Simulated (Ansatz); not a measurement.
I need a single point in a Gaussian basis of Al2ClFH4Si, SMILES F[SiH]([AlH2])[AlH][Cl]. Use Ansatz's Python interface. Use: CAM-B3LYP, 6-31G basis, multiplicity 1.

The script reads `al2clfh4si.xyz`:
```text
9

F    -0.41550   -1.48550    1.87430
Si   -0.07870   -0.07280    0.96000
Al    1.85110   -0.47250   -0.30430
Al   -1.76510    0.43680   -0.52770
Cl   -1.65820    2.13250   -1.92610
H     0.14420    1.08510    1.86310
H     3.19830    0.44790   -0.07220
H     1.95040   -1.63790   -1.37160
H    -3.13800   -0.47990   -0.51260
```

The script, `energy.py`:
```python
from pathlib import Path
import argparse
import warnings

import ansatz as az

parser = argparse.ArgumentParser(description='Electronic structure of the Al2ClFH4Si molecule.')
parser.add_argument('--basis-set', required=True, help='Gaussian basis set')
parser.add_argument('--xc', default='cam_b3lyp', help='exchange-correlation functional')
args = parser.parse_args()

warnings.simplefilter('ignore', az.DeckWarning)

molecule = az.Crystal.molecule_from_extxyz('al2clfh4si.xyz')

job = (
    molecule.calculation()
    .basis(gaussian=args.basis_set)
    .functional(args.xc)
    .accuracy('medium')
    .orbitals()
)
result = job.run(threads=1, pin='off', runs_dir='al2clfh4si_runs')
r = result.report

print('reference energy %16.6f eV' % r['reference_energy_ev'])
print('total energy     %16.6f eV' % r['free_energy_ev'])
print('occupied orbitals outside the frozen core (up, down):', r['n_occupied'], ' frozen:', r['n_frozen'], ' virtual:', r['n_virtual'])

field = r['mean_field']
print('<S^2> =', round(abs(field['state']['spin_squared']), 4), ' all-electron relativity setting:', field['relativity'])
print('passes:', field['passes'])
if 'symmetry' in field:
    print('occupied orbitals by irrep:', field['symmetry']['occupied'])

lines = Path(r['orbitals_path']).read_text().splitlines()
field_of = lambda key: [line.split('=')[1].strip() for line in lines if line.startswith(key)]
orbitals = [(27.211386 * float(e), s, float(n)) for e, s, n in zip(field_of('Ene='), field_of('Spin='), field_of('Occup='))]
homo = max(e for e, _, n in orbitals if n > 0.5)
lumo = min(e for e, _, n in orbitals if n < 0.5)
for e, spin, n in sorted(orbitals):
    if homo - 15 < e < lumo + 5:
        print(f'{spin:6s} {e:10.3f} eV  occupation {n:.0f}')
```

```console
$ python energy.py --basis-set 6-31G
reference energy    -36373.364223 eV
total energy        -36373.364223 eV
occupied orbitals outside the frozen core (up, down): [35, 35]  frozen: 0  virtual: [34, 34]
<S^2> = 0.0  all-electron relativity setting: none
passes: {'evaluations': 14, 'products': 14}
occupied orbitals by irrep: [{'A': 35}, {'A': 35}]
Alpha     -17.689 eV  occupation 2
Alpha     -14.126 eV  occupation 2
Alpha     -13.981 eV  occupation 2
Alpha     -13.570 eV  occupation 2
Alpha     -12.814 eV  occupation 2
Alpha     -12.567 eV  occupation 2
Alpha     -11.439 eV  occupation 2
Alpha     -11.076 eV  occupation 2
Alpha     -10.894 eV  occupation 2
Alpha     -10.391 eV  occupation 2
Alpha     -10.110 eV  occupation 2
Alpha      -8.824 eV  occupation 2
Alpha      -2.021 eV  occupation 0
Alpha      -1.341 eV  occupation 0
Alpha      -0.131 eV  occupation 0
Alpha       0.734 eV  occupation 0
Alpha       1.917 eV  occupation 0
Alpha       2.393 eV  occupation 0
Alpha       2.690 eV  occupation 0
Alpha       2.914 eV  occupation 0
```

Caveats:
- The settings weren't tested for convergence.
- The geometry is a force-field or estimated start, not a minimum of this method, and the basis set is short of its limit.
- Alpha marks a spatial orbital of a restricted run, filled by both spins.
- Levels such as HOMO and LUMO are orbital energies: with these approximate functionals they aren't the ionisation energy and electron affinity, and their gap isn't the fundamental gap.
- Finished in 5 s on 1 thread of Arm Neoverse V1, on a shared host, peak memory 0.22 GiB.
